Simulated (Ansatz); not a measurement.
# H₂ (SMILES [H][H]): single points off equilibrium

One table from this session's results is given with a row withheld; the runs are named, their logs left out.

Computed with Ansatz 0.2.0, Gaussian basis. Level: single points in def2-TZVPP.

Correlated methods freeze the cores.

## Where the work starts

SMILES `[H][H]`, 2 atoms, charge 0, spin multiplicity 1.

Atoms are counted from 1 here; the program's logs count them from 0.

Bond lengths: H1–H2 0.694 Å.

Geometry (Å):

```
atom     x (Å)     y (Å)     z (Å)
  H1   0.24150  -0.07550   0.12960
  H2  -0.36620   0.09180  -0.16070
```

The first run:

The input, run/in.yaml:

```yaml
crystal:
  periodic: [false, false, false]
  atoms:
    - {symbol: H, position_ang: [0.241500, -0.075500, 0.129600]}
    - {symbol: H, position_ang: [-0.366200, 0.091800, -0.160700]}
basis:
  gaussian: {orbitals: def2-TZVPP}
correlation: {method: ccsd_t}
output: {forces: true}
```

The command line of these runs was not kept.

Among the steps run: CCSD(T)/def2-TZVPP; PBE0-D4/def2-TZVPP; wB97M-V/def2-TZVPP; r2SCAN-D4/def2-TZVPP; PBE-D4/def2-TZVPP; r2SCANh-D4/def2-TZVPP; BHLYP-D4/def2-TZVPP.

One table of the session follows, with a row left open; its other results are not shown here.

| method | RMS force component (eV/Å) |
| --- | --- |
| CCSD(T) | 1.191 |
| PBE0-D4 | ? |
| wB97M-V | 1.145 |
| r2SCAN-D4 | 1.186 |
| PBE-D4 | 1.367 |
| r2SCANh-D4 | 1.165 |
| BHLYP-D4 | 1.084 |

Q: Estimate the row for PBE0-D4 from the others.

As computed: RMS force component (eV/Å): 1.264. In the column «RMS force component (eV/Å)» it lies between CCSD(T) (1.191) and PBE-D4 (1.367).
